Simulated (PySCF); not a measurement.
**[Sn2Cl]+: structure of the singlet**

Where does singlet [Sn2Cl]+ go from a PBE0 minimum start, is the end point a minimum, and what are its modes, charges and moments?

Method: PBE0, basis Cl def2-SVP, Sn def2-SVP with ECP28, scalar-relativistic core potentials, no spin–orbit coupling, density fitting; program: PySCF 2.14.0.

## (1) Where the work starts

3 atoms, charge 1, spin multiplicity 1.

Bond lengths: Cl1–Sn2 2.572 Å, Cl1–Sn3 2.572 Å, Sn2–Sn3 3.025 Å. Angles: Sn2–Cl1–Sn3 72.0°, Cl1–Sn2–Sn3 54.0°, Cl1–Sn3–Sn2 54.0°.

```xyz
3
charge 1 multiplicity 1
Cl    0.0000    0.0000   -1.8156
Sn    1.5124    0.0000    0.2649
Sn   -1.5124    0.0000    0.2649
```

## (2) The SCF at the typed geometry

The steps below are one call of a driver around PySCF. For each, scf.py gives the equivalent set-up of the SCF; relaxations use the driver's own optimiser. After this first run the driver tries any further starts and a stability analysis.

File scf.py:

```python
from pyscf import gto, scf, dft
mol = gto.M(atom='''
Cl     0.000000    -0.000000    -1.815607
Sn     1.512384    -0.000000     0.264894
Sn    -1.512384     0.000000     0.264894''',
    basis={'Cl': 'def2-SVP', 'Sn': 'def2-SVP'},
    ecp={'Sn': 'def2-SVP'},
    charge=1, spin=0)
mf = dft.RKS(mol, xc='PBE0')
mf.grids.atom_grid = (50, 194)
aux = {'Cl': 'def2-universal-JKFIT', 'Sn': 'def2-universal-JKFIT'}
mf = mf.density_fit(auxbasis=aux)
mf.conv_tol = 1e-08
mf.diis_space = 10
mf.max_cycle = 60
mf.init_guess = 'minao'
mf.verbose = 4
mf.kernel()
```

The run is started by

```
OMP_NUM_THREADS=2 python axn.py task.json out
```

Further steps of the session: PBE0 minimum start, singlet: relaxation; Is it a minimum? Harmonic modes; The broken-symmetry singlet; Hessian and properties.

Q: Predict the outcome of this session. Wanted: minimum; geometry; wavenumbers; dipole moment; highest occupied, lowest empty level; polar-tensor charge of Cl1; zero-point energy; ⟨S²⟩.

As calculated:

| quantity | value |
| --- | --- |
| minimum | broken-symmetry (Ms = 0), C2v |
| geometry | Cl–Sn 2.575 Å (×2), Sn–Sn 3.016 Å; Cl–Sn–Sn 54.2° (×2), Sn–Cl–Sn 71.7° |
| wavenumbers (cm⁻¹) | 150, 187, 308 |
| dipole moment (centre of mass) | 2.34 D |
| highest occupied, lowest empty level (either spin) | -10.53, -8.37 eV |
| polar-tensor charge of Cl1 | -0.42 e |
| zero-point energy | 3.9 kJ/mol |
| entropy at 298.15 K | 321.6 J/(mol K) |
| ⟨S²⟩ | 0.196 |

**Reading.** The PBE0 minimum start keeps its C2v symmetry and ends in a minimum. The strongest infrared band lies at 308 cm⁻¹. Other starts or spin states, not run here, may lie lower. The SCF density has lower symmetry than the nuclear frame.
